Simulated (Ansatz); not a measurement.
# CH6B2O: a ladder of functionals and wavefunction methods

How much do the methods differ for CH6B2O? The plan is to run it at one geometry with functionals of several rungs and with coupled cluster. The yardstick is the atomisation energy at the CCSD(T) limit.

Program: Ansatz 0.2.0, Gaussian basis. Level of theory: functionals in def2-TZVPP, the program's frozen cores in correlated methods. These are calculated values, not measurements.

Plan: LDA (SPW92), PBE-D4, revPBE-D4, BLYP-D4, r2SCAN-D4, B97M-V, PBE0-D4, B3LYP-D4, r2SCANh-D4, r2SCAN0-D4, HSE06-D4, BHLYP-D4, CAM-B3LYP-D4, LC-ωPBE, ωB97X-V, ωB97M-V, B2PLYP, PBE-QIDH; CCSD(T)/def2-SVP; CCSD(T)/def2-TZVPP; MP2/def2-QZVPP; extrapolation to the limit; RPA on PBE.

1 further run of the same task is left out (it didn't finish).

## (1) The geometry

An earlier PBE0-D4 in a triple-zeta def2 set relaxation fixed the geometry.

SMILES `BB(C)O`, 10 atoms, charge 0, spin multiplicity 1.

Atoms are counted from 1 here; the program's logs count them from 0.

Bond lengths: B1–B2 1.681 Å, B1–H5 1.201 Å, B1–H6 1.200 Å, B2–C3 1.575 Å, B2–O4 1.367 Å, C3–H7 1.093 Å, C3–H8 1.094 Å, C3–H9 1.097 Å, O4–H10 0.959 Å. Angles: B2–B1–H5 121.9°, B2–B1–H6 122.5°, H5–B1–H6 115.4°, B1–B2–C3 118.7°, B1–B2–O4 125.5°, C3–B2–O4 115.8°, B2–C3–H7 113.8°, B2–C3–H8 111.5°, B2–C3–H9 108.5°, H7–C3–H8 109.0°, H7–C3–H9 106.2°, H8–C3–H9 107.5°, B2–O4–H10 114.4°.

## (2) LDA

This LDA is Slater exchange with PW92 correlation.

Contents of in.yaml:

```yaml
crystal:
  periodic: [false, false, false]
  atoms:
    - {symbol: B, position_ang: [-1.157384, 0.826847, -0.622105]}
    - {symbol: B, position_ang: [0.289403, 0.045904, -0.271047]}
    - {symbol: C, position_ang: [0.377312, -0.834654, 1.032241]}
    - {symbol: O, position_ang: [1.432597, 0.117828, -1.017867]}
    - {symbol: H, position_ang: [-2.010441, 0.312082, -1.292162]}
    - {symbol: H, position_ang: [-1.440363, 1.898922, -0.162158]}
    - {symbol: H, position_ang: [-0.546496, -1.370995, 1.265904]}
    - {symbol: H, position_ang: [1.200401, -1.552476, 0.975699]}
    - {symbol: H, position_ang: [0.572651, -0.174460, 1.886722]}
    - {symbol: H, position_ang: [1.365320, 0.679802, -1.792327]}
basis:
  gaussian: {orbitals: def2-TZVPP}
hamiltonian: {xc: lda}
output: {orbitals: {seedname: orbitals}}
```

The runs that follow: PBE-D4 (GGA); revPBE-D4 (GGA); BLYP-D4 (GGA); r2SCAN-D4 (meta-GGA); B97M-V (meta-GGA); PBE0-D4 (hybrid); B3LYP-D4 (hybrid); r2SCANh-D4 (hybrid); r2SCAN0-D4 (hybrid); HSE06-D4 (hybrid); BHLYP-D4 (hybrid); CAM-B3LYP-D4 (range-separated); LC-ωPBE (range-separated); ωB97X-V (range-separated); ωB97M-V (range-separated); B2PLYP (double hybrid); PBE-QIDH (double hybrid); CCSD(T) in def2-SVP; CCSD(T) in def2-TZVPP; MP2 in def2-QZVPP; RPA on PBE orbitals.

Q: Predict the results of all the runs planned. Wanted: atomisation energy, CCSD(T)/CBS; farthest beyond LDA; mean size of error, GGA; mean size of error, meta-GGA; mean size of error, hybrid; mean size of error, range-separated; mean size of error, double hybrid; gap, smallest and largest; T1 diagnostic.

The runs gave:

| quantity | value |
| --- | --- |
| atomisation energy, CCSD(T)/CBS | 901.9 kcal/mol |
| functionals within 4.5 kcal/mol (0.5 %) | revPBE-D4, BLYP-D4, r2SCAN0-D4, LC-ωPBE, B2PLYP, PBE-QIDH |
| farthest beyond LDA | PBE-D4 (+19.0 kcal/mol) |
| mean size of error, GGA | 8.2 kcal/mol |
| mean size of error, meta-GGA | 9.8 kcal/mol |
| mean size of error, hybrid | 7.0 kcal/mol |
| mean size of error, range-separated | 7.2 kcal/mol |
| mean size of error, double hybrid | 1.3 kcal/mol |
| gap, smallest and largest | 3.19 eV (LDA (SPW92)), 10.89 eV (LC-ωPBE) |
| T1 diagnostic | 0.0125 |
| triples share of the correlation energy | 3.4 % |

**Reading.** LDA overbinds by 122.5 kcal/mol (14 %). PBE-D4 misses by +19.0 kcal/mol. Double hybrids carry the basis error of their MP2 part in triple zeta, and no dispersion term here, so their miss is partly the set-up's. Taken by rung, double hybrid functionals do best (1.3 kcal/mol on average) and meta-GGA ones worst beyond LDA (9.8 kcal/mol). Misses under about 4.5 kcal/mol are within the doubt on the reference itself, which lacks core-valence correlation, relativity and higher excitations. Hartree-Fock recovers 77 % of the binding; the rest is correlation. CCSD(T) in def2-SVP is off by -36.0 kcal/mol, so the small basis spoils what the method gains. Orbital gaps span 3.2 to 10.9 eV; exact exchange widens them.
